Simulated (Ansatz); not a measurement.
# CH₄SeSi (SMILES [SiH2]=C[SeH]): functionals against CCSD(T) at one geometry

One table from this session's results is given with a row withheld; the runs are named, their logs left out.

Method: single points in def2-TZVPP; program: Ansatz 0.2.0, Gaussian basis.

Correlated methods freeze the cores. Filled d shells of the heavier atoms are correlated.

### Starting geometry

SMILES `[SiH2]=C[SeH]`, 7 atoms, charge 0, spin multiplicity 1.

Atoms are counted from 1 here; the program's logs count them from 0.

Bond lengths: Si1–C2 1.823 Å, Si1–H4 1.574 Å, Si1–H5 1.570 Å, C2–Se3 2.012 Å, C2–H6 1.194 Å, Se3–H7 1.525 Å. Angles: C2–Si1–H4 123.2°, C2–Si1–H5 124.9°, H4–Si1–H5 111.3°, Si1–C2–Se3 123.2°, Si1–C2–H6 123.0°, Se3–C2–H6 109.2°, C2–Se3–H7 97.1°.

Coordinates:

| atom | x (Å) | y (Å) | z (Å) |
| --- | --- | --- | --- |
| Si1 | -1.1162 | 0.5324 | -0.6133 |
| C2 | 0.3176 | 0.1480 | 0.4455 |
| Se3 | 1.0733 | -1.7056 | 0.6458 |
| H4 | -1.6247 | -0.4220 | -1.7568 |
| H5 | -1.8606 | 1.9143 | -0.6494 |
| H6 | 0.6146 | 0.7993 | 1.4011 |
| H7 | 2.5461 | -1.3181 | 0.5666 |

The first run:

run/in.yaml

```yaml
crystal:
  periodic: [false, false, false]
  atoms:
    - {symbol: Si, position_ang: [-1.116200, 0.532400, -0.613300]}
    - {symbol: C, position_ang: [0.317600, 0.148000, 0.445500]}
    - {symbol: Se, position_ang: [1.073300, -1.705600, 0.645800]}
    - {symbol: H, position_ang: [-1.624700, -0.422000, -1.756800]}
    - {symbol: H, position_ang: [-1.860600, 1.914300, -0.649400]}
    - {symbol: H, position_ang: [0.614600, 0.799300, 1.401100]}
    - {symbol: H, position_ang: [2.546100, -1.318100, 0.566600]}
basis:
  gaussian: {orbitals: def2-TZVPP}
correlation: {method: ccsd_t}
output: {forces: true}
```

No record of the launch command was kept for these runs.

Among the steps run: CCSD(T)/def2-TZVPP; PBE0-D4/def2-TZVPP; wB97M-V/def2-TZVPP; r2SCAN-D4/def2-TZVPP; PBE-D4/def2-TZVPP; r2SCAN0-D4/def2-TZVPP; BLYP-D4/def2-TZVPP.

One table of the session follows, with a row left open; its other results are not shown here.

| method | RMS force component (eV/Å) | angle to CCSD(T) forces (°) | dipole (D) |
| --- | --- | --- | --- |
| CCSD(T) | 0.953 | reference | 1.34 |
| PBE0-D4 | ? | ? | ? |
| wB97M-V | 1.041 | 12.5 | 1.63 |
| r2SCAN-D4 | 0.947 | 7.4 | 1.33 |
| PBE-D4 | 0.842 | 9.0 | 1.19 |
| r2SCAN0-D4 | 1.053 | 10.2 | 1.55 |
| BLYP-D4 | 0.842 | 9.7 | 1.19 |

Q: Estimate the row for PBE0-D4 from the others.

**Answer.** RMS force component (eV/Å): 0.986; angle to CCSD(T) forces (°): 10.5; dipole (D): 1.47. In the column «RMS force component (eV/Å)» it lies between CCSD(T) (0.953) and wB97M-V (1.041).
